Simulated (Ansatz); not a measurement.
# FeO: the cost of one run

Computed with Ansatz 0.2.0 (DFT PBE, PAW, plane waves, scalar-relativistic, unless a step's input says otherwise).

The COD entry's cell or inner coordinates are ideal or old and differ from later refinements, so a difference from it is no clean test against experiment.

### 1 The structure to begin with

The structure is cubic, space group Fm-3m (No. 225). Conventional cell: a = 4.311 Å, b = 4.311 Å, c = 4.311 Å, α = 90.00°, β = 90.00°, γ = 90.00°. Fe (site symmetry m-3m) has 6 O at 2.16 Å as nearest neighbours. O (site symmetry m-3m) has 6 Fe at 2.16 Å as nearest neighbours.

Structure file:

```xyz
8
Lattice="4.3108 0.0000 0.0000 0.0000 4.3108 0.0000 0.0000 0.0000 4.3108" Properties=species:S:1:pos:R:3 pbc="T T T"
Fe    0.0000    0.0000    0.0000
Fe    0.0000    2.1554    2.1554
Fe    2.1554    0.0000    2.1554
Fe    2.1554    2.1554    0.0000
O     0.0000    0.0000    2.1554
O     0.0000    2.1554    0.0000
O     2.1554    0.0000    0.0000
O     2.1554    2.1554    2.1554
```

Atoms are counted from 1 in the order of input.yaml (O8 and so on).

Spins are non-collinear (multicollinear form of the functional); moments are vectors (x, y, z) in μB. Without spin-orbit coupling a common rotation of all moments costs nothing, so only their relative directions matter.

The starts, in order: parallel moments along z; opposed moments +--+ along z; four moments along the body diagonals; moments in random directions; moments +--+ canted by 10 degrees; moments in random directions; opposed moments +-+- along z; opposed moments ++-- along z; parallel moments fanned out by 15 degrees; moments in random directions, preconditioner LDOS.

### 2 Parallel moments along z

input.yaml

```yaml
crystal:
  lattice:
    - [4.3108, 0.0, 0.0]
    - [0.0, 4.3108, 0.0]
    - [0.0, 0.0, 4.3108]
  atoms:
    - { symbol: Fe, position: [0.0, 0.0, 0.0], spin: 4.0, spin_axis: [0.0, 0.0, 4.0] }
    - { symbol: Fe, position: [0.0, 0.5, 0.5], spin: 4.0, spin_axis: [0.0, 0.0, 4.0] }
    - { symbol: Fe, position: [0.5, 0.0, 0.5], spin: 4.0, spin_axis: [0.0, 0.0, 4.0] }
    - { symbol: Fe, position: [0.5, 0.5, 0.0], spin: 4.0, spin_axis: [0.0, 0.0, 4.0] }
    - { symbol: O, position: [0.0, 0.0, 0.5] }
    - { symbol: O, position: [0.0, 0.5, 0.0] }
    - { symbol: O, position: [0.5, 0.0, 0.0] }
    - { symbol: O, position: [0.5, 0.5, 0.5] }
hamiltonian:
  xc: pbe
  pseudopotentials: { kind: paw }
  noncollinear_xc: multicollinear
basis:
  ecutwfc: 420
kpoints:
  mp_grid: { grid: [3, 3, 3] }
scf:
  occupations: { method: fermi_dirac, width: 0.05 }
  lower_state_search: "off"
  max_iter: 150
output:
  forces: true
  stress: true
magnetization:
  noncollinear: true
```

Started as:

```
ansatz run input.yaml --threads 4 --pin off --max-ram 9216MiB --backend cpu --events-out ev --progress --plain --runs-dir out
```

Q: Estimate wall time and peak memory on 4 threads of Arm Neoverse V2, shared host.

About 3.5 s, with a peak of 0.58 GiB.
